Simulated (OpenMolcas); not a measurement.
# Yb³⁺ among point charges: CASSCF and CASPT2 levels and susceptibility

Aim: the splitting of the states of Yb³⁺ in the field of 2 point charges, its lowest levels with spin-orbit coupling and its magnetic susceptibility.

Program: OpenMolcas 26.06. Level of theory: state-averaged CASSCF and CASPT2, spin-orbit coupling by RASSI with atomic mean-field integrals. These are calculated values, not measurements, unless marked.

### 1 The system

| Item | Value |
| --- | --- |
| Species | Yb³⁺ (ytterbium, Z = 70, 67 electrons) |
| Basis | ANO-RCC-VDZP [7s6p4d2f1g], 68 functions |
| Scalar Hamiltonian | DKH2, point nucleus |
| Inactive shells | 1s 2s 2p 3s 3p 3d 4s 4p 4d 5s 5p |
| Active space | 13 electrons in 7 orbitals (4f) |
| Some configurations of this space | 4f13 |
| Orbitals | optimised for the highest spin of each parity, averaged over all roots |

Outer shells as boxes (Hund's rule):

4f13
```
4f [↑↓][↑↓][↑↓][↑↓][↑↓][↑↓][↑ ]
```

The ion sits among 2 point charges of -1 e arranged as a linear pair (D∞h), 2.99 Å from the ion.

The work runs as a chain of OpenMolcas steps in one folder; each step below is one input file. Labels, J, g values, rates, χT and fits are worked out afterwards by a script from the matrices that RASSI stores. The input lists half of the charges; inversion (Group=XYZ) makes the rest.

### 2 Basis and integrals

Input file a.inp:

```
&GATEWAY
Coord
1

Yb 0.0 0.0 0.0
Basis=ANO-RCC-VDZP
Group=XYZ
NoMove
AngMom=0.0 0.0 0.0
AMFI
XField
1 Angstrom 0
0.000000 0.000000 2.990000 -1.000000
&SEWARD
```

Started as:

```console
$ OMP_NUM_THREADS=1 MOLCAS_MEM=2252 MOLCAS_PROJECT=a pymolcas a.inp > a.log
```

### 3 CASSCF: doublets of odd parity, 7 roots

Input file a.inp:

```
&RASSCF
FileOrb=start.orb
Symmetry=2
Spin=2
nActEl=13 0 0
Inactive=15 12
Ras2=0 7
CIRoot=7 7 1
SDav=7
CIMx=300
Iter=120 100
PrWF=0.3
OrbListing=Nothing
MaxOrb=0
>>> COPY $Project.JobIph JOB001
```

start.orb holds the contracted functions of the basis, ordered by shell, or the orbitals of the step before.

### 4 RASSI: spin-orbit coupling between the states

Input file a.inp:

```
&RASSI
NrOfJobIphs=1 7
1 2 3 4 5 6 7
IphNames
JOB001
EJob
SpinOrbit
DIPRint=1.0
SOCoupling=1000.0
Subsets=2
Property=9
'ANGMOM' 1 'ANGMOM' 2 'ANGMOM' 3 'MLTPL  1' 1 'MLTPL  1' 2 'MLTPL  1' 3
'AMFI' 1 'AMFI' 2 'AMFI' 3
SOProperty=3
'ANGMOM' 1 'ANGMOM' 2 'ANGMOM' 3
```

### 5 CASPT2: IPEA 0.25, imaginary shift 0.1 (closed shells correlated: 5s 5p)

Input file a.inp:

```
>>> COPY JOB001 $Project.JobIph
&CASPT2
Multistate=7 1 2 3 4 5 6 7
NoMult
Frozen=14 9
IPEA=0.25
Imaginary=0.1
MaxIter=60
WThr=0.0 0.3 0.05
PrWF=0.5
NoMix
```

(Steps that only read results are left out.)

Q: Predict the outcome of this session. Wanted: spin-free ground state; first state of the same spin within the active space; lowest level; next level.

**Answer**, as computed:

```
                                            quantity                                                                        value
                                              method  SS-CASPT2, IPEA 0.25, imaginary shift 0.1 (closed shells correlated: 5s 5p)
                              spin-free ground state                                           2Sigma, 1-fold in its orbital part
first state of the same spin within the active space                                                             2Pi at 95.3 cm⁻¹
                                        lowest level                                                 2-fold, g = 1.15, 4.58, 4.58
                                          next level                                                                   165.8 cm⁻¹
                                         χT at 300 K                                                               2.46 cm³ K/mol
                           effective moment at 300 K                                                                      4.43 μB
```

Cost by method:

```csv
method,time of its own steps,time with the reference
A. CASSCF,3.1 s,3.1 s
"B. SS-CASPT2, IPEA 0.25, imaginary shift 0.1, +5s 5p",1.3 s,4.4 s
```

Times are of one thread on a shared host.

**Reading.** The spin-free ground state (2Sigma) comes to 100 % from free-ion F terms and keeps the highest spin of the shell. This is an electrostatic model: the charges have no orbitals.
